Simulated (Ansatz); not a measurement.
# ScAgC6N6: the cost of one run

Program: Ansatz 0.2.0. Level of theory: DFT PBE, scalar-relativistic, plane waves, PAW. These are calculated values, not measurements.

1 further run of the same task is left out (it didn't finish).

## 1. The structure to begin with

The structure is cubic, space group Fm-3m (No. 225). The conventional cell has a = 10.624 Å, b = 10.624 Å, c = 10.624 Å, α = 90.00°, β = 90.00°, γ = 90.00°. Sc (site symmetry m-3m) has 6 C at 2.02 Å as nearest neighbours. Ag (site symmetry m-3m) has 6 N at 2.12 Å as nearest neighbours. Around C (site symmetry 4mm) lie 1 N at 1.17 Å. N (site symmetry 4mm) has 1 C at 1.17 Å as nearest neighbours.

Structure file:

```cif
data_structure
_symmetry_space_group_name_H-M 'P 1'
_symmetry_Int_Tables_number 1
_cell_length_a 7.5123
_cell_length_b 7.5123
_cell_length_c 7.5123
_cell_angle_alpha 60.000
_cell_angle_beta 60.000
_cell_angle_gamma 60.000
_cell_volume 299.78
loop_
_atom_site_label
_atom_site_type_symbol
_atom_site_fract_x
_atom_site_fract_y
_atom_site_fract_z
_atom_site_occupancy
Sc1 Sc 0.00000 0.00000 0.00000 1
Ag1 Ag 0.50000 0.50000 0.50000 1
C1 C 0.80968 0.19032 0.19032 1
C2 C 0.19032 0.80968 0.19032 1
C3 C 0.19032 0.19032 0.80968 1
C4 C 0.19032 0.80968 0.80968 1
C5 C 0.80968 0.19032 0.80968 1
C6 C 0.80968 0.80968 0.19032 1
N1 N 0.69955 0.30045 0.30045 1
N2 N 0.30045 0.69955 0.30045 1
N3 N 0.30045 0.30045 0.69955 1
N4 N 0.30045 0.69955 0.69955 1
N5 N 0.69955 0.30045 0.69955 1
N6 N 0.69955 0.69955 0.30045 1
```

The cell is invented: cyanide-bridged rock-salt net of two metals, 0 guest cations a cell (Fm-3m, No. 225). Its size is a rough estimate.

## 2. The guess as it stands, on a coarse mesh

Input file input.yaml:

```yaml
crystal:
  lattice:
    - [0.0, 5.312, 5.312]
    - [5.312, 0.0, 5.312]
    - [5.312, 5.312, 0.0]
  atoms:
    - { symbol: Sc, position: [0.0, 0.0, 0.0] }
    - { symbol: Ag, position: [0.5, 0.5, 0.5] }
    - { symbol: C, position: [0.8096762, 0.1903238, 0.1903238] }
    - { symbol: C, position: [0.1903238, 0.8096762, 0.1903238] }
    - { symbol: C, position: [0.1903238, 0.1903238, 0.8096762] }
    - { symbol: C, position: [0.1903238, 0.8096762, 0.8096762] }
    - { symbol: C, position: [0.8096762, 0.1903238, 0.8096762] }
    - { symbol: C, position: [0.8096762, 0.8096762, 0.1903238] }
    - { symbol: "N", position: [0.69954819, 0.30045181, 0.30045181] }
    - { symbol: "N", position: [0.30045181, 0.69954819, 0.30045181] }
    - { symbol: "N", position: [0.30045181, 0.30045181, 0.69954819] }
    - { symbol: "N", position: [0.30045181, 0.69954819, 0.69954819] }
    - { symbol: "N", position: [0.69954819, 0.30045181, 0.69954819] }
    - { symbol: "N", position: [0.69954819, 0.69954819, 0.30045181] }
basis:
  ecutwfc: 420
kpoints:
  mp_grid: { grid: [4, 4, 4] }
hamiltonian:
  xc: pbe
scf:
  occupations: { method: gaussian, width: 0.1 }
  lower_state_search: "off"
output:
  forces: true
  stress: true
  eigenvalues: true
```

Launch:

```console
ansatz run input.yaml --threads 1 --pin off --max-ram 2560MiB --backend cpu --events-out ev --progress --plain --runs-dir out
```

What time and memory should one allow on 1 thread of Arm Neoverse V1, shared host?

About 12 s, with a peak of 0.58 GiB.
